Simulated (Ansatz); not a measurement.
# Ti: the cost of one run

Method: DFT r2SCAN, scalar-relativistic, plane waves, PAW, in Ansatz 0.2.0.

1 further run of the same task is left out (set aside as unsound or not needed).

### 1 The structure to begin with

Symmetry: P6_3/mmc, No. 194, hexagonal system. Conventional cell: a = 2.936 Å, b = 2.936 Å, c = 4.637 Å, α = 90.00°, β = 90.00°, γ = 120.00°. Ti (site symmetry -6m2) has 12 Ti at 2.87 to 2.94 Å as nearest neighbours.

As a file:

```
Ti
1.0
     2.93582    0.00000    0.00000
    -1.46791    2.54250    0.00000
     0.00000    0.00000    4.63673
Ti
2
Direct
  0.00000 0.00000 0.00000
  0.33333 0.66667 0.50000
```

The cell was made up by rule, so the compound may not exist in this form.

It is the result of an earlier relaxation at this level (volume 17.31 Å³/atom; gap on the mesh: none (metal)).

### 2 Next: the stacking ABCAC (kkkhh)

Close-packed layers are stacked in the order given (one atom a layer) and fully relaxed; h and k in a name mark layers with hexagonal and cubic surroundings. Energies count from the base stacking, -2504.3699 eV an atom.

The cell holds 5 Ti: a = 2.936 Å, b = 2.936 Å, c = 11.592 Å, α = 90.00°, β = 90.00°, γ = 120.00°.

### 3 The relaxation run

input.yaml

```yaml
crystal:
  lattice:
    - [2.9358214175, 0.0, 0.0]
    - [-1.4679107088, 2.5424959285, 0.0]
    - [0.0, 0.0, 11.5918228128]
  atoms:
    - { symbol: Ti, position: [0.0, 0.0, 0.0] }
    - { symbol: Ti, position: [0.3333333333, 0.6666666667, 0.2] }
    - { symbol: Ti, position: [0.6666666667, 0.3333333333, 0.4] }
    - { symbol: Ti, position: [0.0, 0.0, 0.6] }
    - { symbol: Ti, position: [0.6666666667, 0.3333333333, 0.8] }
basis:
  ecutwfc: 500
kpoints:
  mp_grid: { grid: [18, 18, 4] }
hamiltonian:
  xc: r2scan
scf:
  occupations: { method: gaussian, width: 0.1 }
output:
  forces: true
  stress: true
  eigenvalues: true
  populations: true
  write_density: true
  write_potential: true
  elf: true
  volumetric_format: npy
relax:
  adjacent_minimum: "off"
  f_tol: 0.01
  max_steps: 45
  cell: { stress_tol: 0.05 }
```

The run is started by

```
$ ansatz run input.yaml --threads 1 --pin off --max-ram 2560MiB --backend cpu --events-out ev --progress --plain --runs-dir out
```

Q: Estimate wall time and peak memory on 1 thread of Intel Xeon 6975P-C (Granite Rapids), shared host.

About 2.5 min, with a peak of 0.93 GiB.
